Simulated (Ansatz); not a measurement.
Below is the output of a Python script on Ansatz's Python interface that makes a geometry optimisation of C₂H₇AlBF, SMILES C[B](C)[AlH][F]. Write a script that gives it. Level of theory: PBE0, 6-31G* basis, multiplicity 1.

```yaml
atoms:
  - { symbol: C, position_ang: [-0.8005, -0.2602, 1.3859] }
  - { symbol: B, position_ang: [-0.0128, 0.0112, 0.0419] }
  - { symbol: C, position_ang: [1.0896, 1.1309, -0.0525] }
  - { symbol: Al, position_ang: [-0.3216, -1.1502, -1.6188] }
  - { symbol: F, position_ang: [0.5475, -0.9220, -3.1482] }
  - { symbol: H, position_ang: [-1.9261, -0.0361, 1.1620] }
  - { symbol: H, position_ang: [-0.6721, -1.2532, 1.7340] }
  - { symbol: H, position_ang: [-0.4855, 0.5066, 2.1604] }
  - { symbol: H, position_ang: [0.8726, 1.8712, -0.7973] }
  - { symbol: H, position_ang: [1.2096, 1.6718, 0.9497] }
  - { symbol: H, position_ang: [2.0855, 0.6511, -0.2516] }
  - { symbol: H, position_ang: [-1.5092, -2.2764, -1.5315] }
```

Running `python c2h7albf_opt.py` prints:
```text
step   1  E = -12169.210508 eV  largest force component 3.0675 eV/A
step   2  E = -12169.672034 eV  largest force component 1.5060 eV/A
step   3  E = -12169.740271 eV  largest force component 0.6131 eV/A
step   4  E = -12169.728082 eV  largest force component 0.7889 eV/A
step   5  E = -12169.767089 eV  largest force component 0.1206 eV/A
step   6  E = -12169.773579 eV  largest force component 0.0706 eV/A
step   7  E = -12169.771503 eV  largest force component 0.3060 eV/A
step   8  E = -12169.777075 eV  largest force component 0.0791 eV/A
step   9  E = -12169.780375 eV  largest force component 0.0883 eV/A
step  10  E = -12169.780065 eV  largest force component 0.1537 eV/A
step  11  E = -12169.782020 eV  largest force component 0.0487 eV/A
step  12  E = -12169.783055 eV  largest force component 0.0687 eV/A
step  13  E = -12169.783614 eV  largest force component 0.1344 eV/A
step  14  E = -12169.784488 eV  largest force component 0.0777 eV/A
step  15  E = -12169.786553 eV  largest force component 0.0795 eV/A
step  16  E = -12169.785089 eV  largest force component 0.3906 eV/A
step  17  E = -12169.785122 eV  largest force component 0.1211 eV/A
step  18  E = -12169.788018 eV  largest force component 0.0486 eV/A
step  19  E = -12169.789998 eV  largest force component 0.0956 eV/A
step  20  E = -12169.792227 eV  largest force component 0.1600 eV/A
step  21  E = -12169.794243 eV  largest force component 0.1377 eV/A
step  22  E = -12169.797443 eV  largest force component 0.1356 eV/A
step  23  E = -12169.794908 eV  largest force component 0.4571 eV/A
step  24  E = -12169.800201 eV  largest force component 0.0738 eV/A
step  25  E = -12169.803268 eV  largest force component 0.0428 eV/A
step  26  E = -12169.804370 eV  largest force component 0.2663 eV/A
step  27  E = -12169.807002 eV  largest force component 0.1381 eV/A
step  28  E = -12169.807475 eV  largest force component 0.0750 eV/A
step  29  E = -12169.808718 eV  largest force component 0.0715 eV/A
step  30  E = -12169.810224 eV  largest force component 0.1184 eV/A
step  31  E = -12169.811549 eV  largest force component 0.0821 eV/A
step  32  E = -12169.812173 eV  largest force component 0.0241 eV/A
step  33  E = -12169.812574 eV  largest force component 0.0429 eV/A
step  34  E = -12169.812773 eV  largest force component 0.0210 eV/A
step  35  E = -12169.812871 eV  largest force component 0.0110 eV/A
step  36  E = -12169.812881 eV  largest force component 0.0090 eV/A
E = -12169.812914 eV = -447.2323756 Ha
converged: True  doubts: none
pair        before    after (A)
C0-B1        1.5813   1.5727
C0-H5        1.1693   1.1054
C0-H6        1.0601   1.0954
C0-H7        1.1345   1.0980
B1-C2        1.5741   1.5723
B1-Al3       2.0499   2.1500
C2-H8        1.0723   1.0955
C2-H9        1.1452   1.0980
C2-H10       1.1232   1.1057
Al3-F4       1.7738   1.6674
Al3-H11      1.6390   1.6034
```

One script that gives this output:

`c2h7albf_opt.py`
```python
# -*- coding: utf-8 -*-
"""Minimum-energy structure of C2H7AlBF."""

from dataclasses import dataclass
import itertools

import ansatz as az
from ase import Atoms
from ase.data import atomic_numbers, covalent_radii
import numpy as np


@dataclass(frozen=True)
class RunConfig:
    basis_set: str = "6-31G*"
    xc: str = "pbe0"


opts = RunConfig()

atoms = Atoms(["C", "B", "C", "Al", "F", "H", "H", "H", "H", "H", "H", "H"], positions=[
    (-0.8005, -0.2602, 1.3859),
    (-0.0128, 0.0112, 0.0419),
    (1.0896, 1.1309, -0.0525),
    (-0.3216, -1.1502, -1.6188),
    (0.5475, -0.922, -3.1482),
    (-1.9261, -0.0361, 1.162),
    (-0.6721, -1.2532, 1.734),
    (-0.4855, 0.5066, 2.1604),
    (0.8726, 1.8712, -0.7973),
    (1.2096, 1.6718, 0.9497),
    (2.0855, 0.6511, -0.2516),
    (-1.5092, -2.2764, -1.5315),
])
molecule = az.Crystal.molecule_from_ase(atoms)

calc = (
    molecule.calculation()
    .basis(gaussian=opts.basis_set)
    .functional(opts.xc)
)
symbols = [site.symbol for site in molecule.cartesian_sites]
start = np.array([site.position_ang for site in molecule.cartesian_sites], dtype=float)
def progress(event):
    if event["event"] == "relax_step":
        row = event["data"]
        print(f"step {row['step']:3d}  E = {row['lagrangian_ev']:.6f} eV  largest force component {row['allowed_force_max_ev_ang']:.4f} eV/A")


rep = calc.relax(force_tolerance=0.02).session().plan().execute(on_event=progress).report
end = np.array(rep["positions_ang"])

print(f"E = {rep['free_energy_ev']:.6f} eV = {rep['free_energy_ev'] / 27.211386246:.7f} Ha")
print("converged:", rep["converged"], " doubts:", rep["published_state_doubts"] or "none")

# pairs closer than 1.2 times the sum of covalent radii, before or after
radius = [covalent_radii[atomic_numbers[s]] for s in symbols]
span = lambda where, i, j: np.linalg.norm(where[i] - where[j])
bonded = [(i, j) for i, j in itertools.combinations(range(len(symbols)), 2) if min(span(start, i, j), span(end, i, j)) < 1.2 * (radius[i] + radius[j])]
print("pair        before    after (A)")
for i, j in bonded:
    print(f"{symbols[i]}{i}-{symbols[j]}{j}".ljust(10), f"{span(start, i, j):8.4f} {span(end, i, j):8.4f}")
with open("c2h7albf_opt.xyz", "w") as handle:
    handle.write(f"{len(symbols)}\nrelaxed C2H7AlBF\n")
    handle.writelines(f"{s:2s} {x:11.6f} {y:11.6f} {z:11.6f}\n" for s, (x, y, z) in zip(symbols, end))
```

Reading the output:
- Total energies depend on the basis set; only differences at equal settings carry meaning.
- The end point is the stationary point reached from this start; no frequency run checks that it is a minimum, and the basis set is modest.
- Wall time of the script: 3 min on 1 thread of Arm Neoverse V1, on a shared host, peak memory 0.27 GiB.
